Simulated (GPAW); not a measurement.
Write an ASE script for GPAW 26.7.0 that does the following.

```
Task                : band structure
Functional          : LDA
Potentials or basis : PAW data sets generated in the run's folder for this functional
Cutoff              : 800 eV
Basis               : pw
k mesh              : 9 × 9 × 9
Occupations         : fermi-dirac, width 0.05 eV
Spin                : no spin polarisation
Maxiter             : 150
Band path           : GXMGRX,MR
Band points         : 80
```

Crystal: MgB.

```
Mg B
1.0
     2.89515    0.00000    0.00000
     0.00000    2.89515    0.00000
     0.00000    0.00000    2.89515
Mg B
1 1
Direct
  0.00000 0.00000 0.00000
  0.50000 0.50000 0.50000
```

The cell was built by a generator and needn't be a form met in nature.

One way to write it, as run:

run.py

```python
from ase import Atoms
from ase.dft.bandgap import bandgap
from ase.io import write
from ase.units import GPa
from gpaw import GPAW, PW, setup_paths

setup_paths.insert(0, '.')

atoms = Atoms(['Mg', 'B'],
              cell=[[2.89515, 0.0, 0.0],
                    [0.0, 2.89515, 0.0],
                    [0.0, 0.0, 2.89515]],
              scaled_positions=[[0.0, 0.0, 0.0],
                                [0.5, 0.5, 0.5]],
              pbc=True)

calc = GPAW(mode=PW(800),
            xc='LDA',
            kpts={'size': (9, 9, 9), 'gamma': True},
            occupations={'name': 'fermi-dirac', 'width': 0.05},
            nbands=15,
            convergence={'density': 1e-05, 'energy': 1e-05},
            maxiter=150,
            txt='gpaw.txt')
atoms.calc = calc
energy = atoms.get_potential_energy()
forces = atoms.get_forces()
stress = atoms.get_stress()
calc.write('gs.gpw')
write('result.traj', atoms)
print(f'Energy: {energy:.6f} eV')
print('Forces (eV/A):')
print(forces.round(4))
print('Stress (GPa):', (stress / GPa).round(3))
print('Fermi level:', round(calc.get_fermi_level(), 4), 'eV')
print(f'Gap: {bandgap(calc)[0]:.4f} eV, direct: {bandgap(calc, direct=True)[0]:.4f} eV')

path = atoms.cell.bandpath('GXMGRX,MR', npoints=80, eps=1e-4)
bs_calc = calc.fixed_density(kpts=path, symmetry='off', nbands=24,
                             convergence={'bands': 'CBM+6.0', 'eigenstates': 1e-6}, txt='bands.txt')
bs = bs_calc.band_structure()
bs.write('bs.json')
print(f'Gap on the path: {bandgap(bs_calc)[0]:.4f} eV')
```

Potentials or basis: PAW data sets generated in the run's folder for this functional, pw.

Command:

```console
$ gpaw-setup -f LDA B Mg
$ OMP_NUM_THREADS=1 python run.py
```

It gave:

- Pressure: -5.2 GPa
- Band gap along the path: none (metal or under the smearing width)

Wall time 21 s on 1 thread of Arm Neoverse V2, on a shared host, peak memory 0.22 GiB.
